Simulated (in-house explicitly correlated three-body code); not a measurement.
# Two electrons around a charge of +7 under Yukawa screening of 0.14 per bohr: exact states

One table from this session's results is given with a row withheld; the runs are named, their logs left out.

The numbers are computed with in-house explicitly correlated three-body code version 1 (two electrons, non-relativistic, variational in exponentially correlated functions), except any that are marked as measured or tabulated.

### The atom as given

- charge of the centre: +7
- mass of the centre: infinite
- interactions: Yukawa, exp(−0.14 r)/r, between all pairs
- basis: 260 functions exp(−a r1 − b r2 − g r12) a state, exponent ranges optimised
- units: hartree and bohr; relativity and QED are left out

The first run:

Settings:

```ini
Z = 7.0
screening = 0.14
interaction_strength = 1.0
functions = 260
states_tried = 13
```

Command:

```bash
python run_hyl.py task.json out
```

Among the steps run: The variational calculation.

One of the session's tables, all rows but one given; the rest of the session is left out.

It belongs to the step «Levels». 

```
state  binding (eV)  excitation (eV)  ⟨r12⟩ (bohr)
 1 ¹S       529.380                0        0.3350
 2 ³S       110.740          418.640        0.9715
 2 ¹S       104.214          425.166         1.006
 2 ³P       104.100          425.280        0.8610
 2 ¹P       99.7664          429.614        0.8660
 3 ³S       37.3592          492.021         2.208
 3 ¹S             ?                ?             ?
 3 ³P       35.4766          493.904         2.113
 3 ¹P       34.3143          495.066         2.159
 4 ³S       14.0927          515.287         4.117
 4 ¹S       13.4858          515.894         4.219
 4 ³P       13.2943          516.086         4.059
 4 ¹P       12.8633          516.517         4.135
```

**Question.** Estimate the row for 3 ¹S.

As computed: binding (eV): 35.6994; excitation (eV): 493.681; ⟨r12⟩ (bohr): 2.274. In the column «binding (eV)» it lies between 3 ³P (35.4766) and 3 ³S (37.3592).
